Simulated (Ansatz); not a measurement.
Geometry optimisation, DFT LDA, scalar-relativistic, plane waves, PAW in Ansatz 0.2.0.

input.yaml

```yaml
crystal:
  lattice:
    - [7.14, 0.0, 0.0]
    - [0.0, 7.14, 0.0]
    - [0.0, 0.0, 7.14]
  atoms:
    - { symbol: C, position: [0.375, 0.125, -0.125] }
    - { symbol: C, position: [0.625, 0.125, 0.125] }
    - { symbol: C, position: [0.75, 0.25, 0.0] }
    - { symbol: C, position: [0.875, 0.375, 0.125] }
    - { symbol: C, position: [0.75, 0.0, 0.25] }
    - { symbol: C, position: [0.875, 0.125, 0.375] }
    - { symbol: C, position: [0.0, 0.0, 0.0] }
    - { symbol: C, position: [0.125, 0.125, 0.125] }
    - { symbol: C, position: [0.25, 0.25, 0.0] }
    - { symbol: C, position: [0.375, 0.375, 0.125] }
    - { symbol: C, position: [0.5, 0.5, 0.0] }
    - { symbol: C, position: [0.625, 0.625, 0.125] }
    - { symbol: C, position: [0.75, 0.75, 0.0] }
    - { symbol: C, position: [0.875, 0.875, 0.125] }
    - { symbol: C, position: [0.25, 0.0, 0.25] }
    - { symbol: C, position: [0.375, 0.125, 0.375] }
    - { symbol: C, position: [0.5, 0.25, 0.25] }
    - { symbol: C, position: [0.625, 0.375, 0.375] }
    - { symbol: C, position: [0.75, 0.5, 0.25] }
    - { symbol: C, position: [0.875, 0.625, 0.375] }
    - { symbol: C, position: [0.5, 0.0, 0.5] }
    - { symbol: C, position: [0.625, 0.125, 0.625] }
    - { symbol: C, position: [0.75, 0.25, 0.5] }
    - { symbol: C, position: [0.875, 0.375, 0.625] }
    - { symbol: C, position: [0.75, 0.0, 0.75] }
    - { symbol: C, position: [0.875, 0.125, 0.875] }
    - { symbol: C, position: [0.0, 0.5, 0.0] }
    - { symbol: C, position: [0.125, 0.625, 0.125] }
    - { symbol: C, position: [0.25, 0.75, 0.0] }
    - { symbol: C, position: [0.375, 0.875, 0.125] }
    - { symbol: C, position: [0.0, 0.25, 0.25] }
    - { symbol: C, position: [0.125, 0.375, 0.375] }
    - { symbol: C, position: [0.25, 0.5, 0.25] }
    - { symbol: C, position: [0.375, 0.625, 0.375] }
    - { symbol: C, position: [0.5, 0.75, 0.25] }
    - { symbol: C, position: [0.625, 0.875, 0.375] }
    - { symbol: C, position: [0.0, 0.0, 0.5] }
    - { symbol: C, position: [0.125, 0.125, 0.625] }
    - { symbol: C, position: [0.25, 0.25, 0.5] }
    - { symbol: C, position: [0.375, 0.375, 0.625] }
    - { symbol: C, position: [0.5, 0.5, 0.5] }
    - { symbol: C, position: [0.625, 0.625, 0.625] }
    - { symbol: C, position: [0.75, 0.75, 0.5] }
    - { symbol: C, position: [0.875, 0.875, 0.625] }
    - { symbol: C, position: [0.25, 0.0, 0.75] }
    - { symbol: C, position: [0.5, 0.25, 0.75] }
    - { symbol: C, position: [0.625, 0.375, 0.875] }
    - { symbol: C, position: [0.75, 0.5, 0.75] }
    - { symbol: C, position: [0.875, 0.625, 0.875] }
    - { symbol: C, position: [0.0, 0.75, 0.25] }
    - { symbol: C, position: [0.125, 0.875, 0.375] }
    - { symbol: C, position: [0.0, 0.5, 0.5] }
    - { symbol: C, position: [0.125, 0.625, 0.625] }
    - { symbol: C, position: [0.25, 0.75, 0.5] }
    - { symbol: C, position: [0.375, 0.875, 0.625] }
    - { symbol: C, position: [0.0, 0.25, 0.75] }
    - { symbol: C, position: [0.125, 0.375, 0.875] }
    - { symbol: C, position: [0.25, 0.5, 0.75] }
    - { symbol: C, position: [0.375, 0.625, 0.875] }
    - { symbol: C, position: [0.5, 0.75, 0.75] }
    - { symbol: C, position: [0.625, 0.875, 0.875] }
    - { symbol: C, position: [0.0, 0.75, 0.75] }
    - { symbol: C, position: [0.125, 0.875, 0.875] }
basis:
  ecutwfc: 420.0
kpoints:
  mp_grid: { grid: [2, 2, 2] }
hamiltonian:
  xc: lda
  pseudopotentials: { kind: paw, azcp: { folder: soft_1 } }
scf:
  occupations: { method: gaussian, width: 0.02 }
  lower_state_search: "off"
relax:
  f_tol: 0.03
  max_steps: 60
  adjacent_minimum: "off"
```

Run as:

```bash
$ ansatz run input.yaml --threads 4 --pin off --max-ram 10240MiB --backend cpu --events-out ev --progress --plain --runs-dir out
```

Problem. Where does it end, and by what steps?

Solution. The forces met the threshold. Limits of this set-up: PAW files made for another functional, no spin, though dangling bonds at a vacancy may carry it. After 3 steps the energy has fallen by 0.909 eV; C1 moved furthest, 0.13 Å.

```
step  energy less start (eV)  largest force component (eV/Å)  accepted
   0                  0.0000                           1.659       yes
   1                 -0.6894                           0.653       yes
   2                 -0.9025                           0.097       yes
   3                 -0.9086                           0.018       yes
```

```xyz
63
Lattice="7.1400 0.0000 0.0000 0.0000 7.1400 0.0000 0.0000 0.0000 7.1400" Properties=species:S:1:pos:R:3
C 2.600 0.970 -0.970
C 4.540 0.970 0.970
C 5.344 1.774 0.003
C 6.255 2.685 0.896
C 5.344 0.003 1.774
C 6.255 0.896 2.685
C 0.000 0.000 0.000
C 0.896 0.888 0.888
C 1.796 1.774 -0.003
C 2.682 2.674 0.888
C 3.570 3.570 0.000
C 4.458 4.466 0.888
C 5.344 5.366 -0.003
C 6.244 6.252 0.888
C 1.796 -0.003 1.774
C 2.682 0.888 2.674
C 3.573 1.774 1.774
C 4.466 2.685 2.685
C 5.354 3.573 1.784
C 6.247 4.463 2.677
C 3.570 0.000 3.570
C 4.458 0.888 4.466
C 5.354 1.784 3.573
C 6.247 2.677 4.463
C 5.344 -0.003 5.366
C 6.244 0.888 6.252
C 0.000 3.570 0.000
C 0.885 4.455 0.896
C 1.796 5.366 0.003
C 2.600 6.170 0.970
C 0.003 1.784 1.784
C 0.893 2.677 2.677
C 1.786 3.567 1.784
C 2.674 4.455 2.685
C 3.567 5.366 1.774
C 4.458 6.252 2.674
C 0.000 0.000 3.570
C 0.885 0.896 4.455
C 1.786 1.784 3.567
C 2.674 2.685 4.455
C 3.570 3.570 3.570
C 4.466 4.455 4.455
C 5.354 5.356 3.567
C 6.255 6.244 4.455
C 1.796 0.003 5.366
C 3.567 1.774 5.366
C 4.458 2.674 6.252
C 5.354 3.567 5.356
C 6.255 4.455 6.244
C -0.003 5.356 1.784
C 0.885 6.244 2.685
C 0.000 3.570 3.570
C 0.893 4.463 4.463
C 1.786 5.356 3.573
C 2.682 6.252 4.466
C -0.003 1.784 5.356
C 0.885 2.685 6.244
C 1.786 3.573 5.356
C 2.682 4.466 6.252
C 3.573 5.366 5.366
C 4.540 6.170 6.170
C 0.003 5.356 5.356
C 0.896 6.252 6.252
```

Whether the end is a true minimum wasn't checked by a vibrational analysis.

Time of the run: 15 s on 4 threads of Arm Neoverse V1, on a shared host, peak memory 1.5 GiB.
